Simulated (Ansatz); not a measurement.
# C2H5FSSi, SMILES CC(=S)[SiH2]F: a geometry optimisation

With Ansatz 0.2.0 through its Python package.

At the Python prompt:
```pycon
>>> import ansatz as az
>>> from ase import Atoms
>>> import numpy as np
>>> atoms = Atoms(["C", "C", "S", "Si", "F", "H", "H", "H", "H", "H"], positions=[
...     [-1.3752, 0.2109, -0.439],
...     [-0.3274, -0.1139, 0.5863],
...     [-0.7112, -0.4057, 1.9391],
...     [1.4685, -0.1476, 0.1422],
...     [1.6823, 0.2235, -1.4893],
...     [-0.9166, 0.4107, -1.4294],
...     [-1.9426, 1.1152, -0.131],
...     [-2.0787, -0.6421, -0.5486],
...     [2.0103, -1.4885, 0.4086],
...     [2.1905, 0.8374, 0.9612],
... ])
>>> molecule = az.Crystal.molecule_from_ase(atoms)
>>> calc = (
...     molecule.calculation()
...     .basis(gaussian="cc-pVDZ")
...     .functional("HF")
... )
>>> symbols = [site.symbol for site in molecule.cartesian_sites]
>>> start = np.array([site.position_ang for site in molecule.cartesian_sites], dtype=float)
>>> def progress(event):
...     if event["event"] == "relax_step":
...         row = event["data"]
...         print(f"step {row['step']:3d}  E = {row['lagrangian_ev']:.6f} eV  max force {row['allowed_force_max_ev_ang']:.4f} eV/A")
...
>>> data = calc.relax(force_tolerance=0.02, max_steps=100).session().plan().execute(on_event=progress).report
step   1  E = -23525.425970 eV  max force 13.2073 eV/A
step   2  E = -23526.431538 eV  max force 4.8295 eV/A
step   3  E = -23526.651904 eV  max force 1.0995 eV/A
step   4  E = -23526.665448 eV  max force 0.1871 eV/A
step   5  E = -23526.666050 eV  max force 0.0212 eV/A
step   6  E = -23526.666115 eV  max force 0.0056 eV/A
>>> end = np.array(data["positions_ang"])
>>> print("reference energy %16.6f eV" % data["reference_energy_ev"])
reference energy    -23526.666115 eV
>>> print("total energy     %16.6f eV" % data["free_energy_ev"])
total energy        -23526.666115 eV
>>> print("occupied (up, down):", data["n_occupied"], " virtual:", data["n_virtual"], " frozen:", data["n_frozen"])
occupied (up, down): [28, 28]  virtual: [75, 75]  frozen: 0
>>> print("bond        before    after (A)")
bond        before    after (A)
>>> for i, j in [(0, 1), (0, 5), (0, 6), (0, 7), (1, 2), (1, 3), (3, 4), (3, 8), (3, 9)]:
...     d0, d1 = (np.linalg.norm(xyz[i] - xyz[j]) for xyz in (start, end))
...     print(f"{symbols[i]}{i}-{symbols[j]}{j}".ljust(10), f"{d0:8.4f} {d1:8.4f}")
...
C0-C1        1.5015   1.5086
C0-H5        1.1096   1.0892
C0-H6        1.1111   1.0916
C0-H7        1.1111   1.0916
C1-S2        1.4361   1.6218
C1-Si3       1.8503   1.9042
Si3-F4       1.6868   1.6396
Si3-H8       1.4706   1.4740
Si3-H9       1.4705   1.4741
>>> with open("c2h5fssi_opt.xyz", "w") as handle:
...     handle.write(f"{len(symbols)}\nrelaxed C2H5FSSi\n")
...     handle.writelines(f"{s:2s} {x:11.6f} {y:11.6f} {z:11.6f}\n" for s, (x, y, z) in zip(symbols, end))
...
20
```

File `c2h5fssi_opt.xyz` afterwards:
```text
10
relaxed C2H5FSSi
C    -1.395550    0.223700   -0.486511
C    -0.353507   -0.104044    0.554001
S    -0.708444   -0.443711    2.099602
Si    1.508610   -0.154627    0.158987
F     1.694023    0.208532   -1.429096
H    -0.951741    0.421002   -1.461437
H    -1.965174    1.098563   -0.167562
H    -2.097005   -0.608213   -0.573014
H     2.041646   -1.512764    0.369082
H     2.227043    0.871462    0.936049
```

What to keep in mind:
- Total energies depend on the basis set; only differences at equal settings carry meaning.
- The end point is the stationary point reached from this start; no frequency run checks that it is a minimum, and the basis set is modest.
- The whole script took 24 s on 1 thread of Arm Neoverse V1, on a shared host, peak memory 0.29 GiB.

(Lines on the test bed's own set-up are left out of the output.)
